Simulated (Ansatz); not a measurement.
# ClSn: the cost of one run

Computed with Ansatz 0.2.0 through its Python package. The levels of theory stand in the script.

### Step 1. The structure

Bond lengths: Sn1–Cl2 2.320 Å.

No structure file is read: the coordinates are typed or built in the script.

### Step 2. Script

Contents of basis_clsn.py:

```python
import ansatz as az


def main() -> None:
    geometry_ang = [
        ("Sn", (0.0, 0.0, 0.0)),
        ("Cl", (0.0, 0.0, 2.32)),
    ]
    system = az.Crystal.molecule()
    for symbol, xyz in geometry_ang:
        system = system.atom(symbol, xyz)

    job = (
        system.calculation()
        .functional("pbe0")
        .spin("collinear", total=1)
        .scf(lower_state_search="off")
    )

    energies = {}
    for basis in ["def2-SVP", "def2-SVPD", "def2-TZVP", "def2-TZVPP"]:
        report = job.basis(gaussian=basis).run(threads=1, backend="cpu").report
        size = report["n_frozen"] + report["n_occupied"][0] + report["n_virtual"][0]
        energies[basis] = (report["reference_energy_ev"] / 27.211386246, report["free_energy_ev"] / 27.211386246)
        print(f"{basis:14s} {size:4d} orbitals  reference {energies[basis][0]:14.6f} Ha  total {energies[basis][1]:14.6f} Ha")

    last = energies["def2-TZVPP"][1]
    for basis, (_, total) in energies.items():
        print(f"{basis:14s} lies {27.211386 * (total - last):9.4f} eV above def2-TZVPP")


if __name__ == "__main__":
    main()
```

### Step 3. What the engine is handed

The engine receives this input (first run):

```yaml
crystal:
  periodic: [false, false, false]
  atoms:
    - { symbol: Sn, position_ang: [0.0, 0.0, 0.0] }
    - { symbol: Cl, position_ang: [0.0, 0.0, 2.32] }
basis:
  gaussian:
    orbitals: def2-SVP
hamiltonian:
  xc: pbe0
magnetization:
  spin_polarized: true
  initial_magnetization: 1.0
scf:
  lower_state_search: "off"
```

### Step 4. The run

Started as:

```sh
> python basis_clsn.py
```

What time and memory should one allow on 1 thread of Intel Xeon 6975P-C (Granite Rapids), shared host?

About 4 s, with a peak of 0.23 GiB.
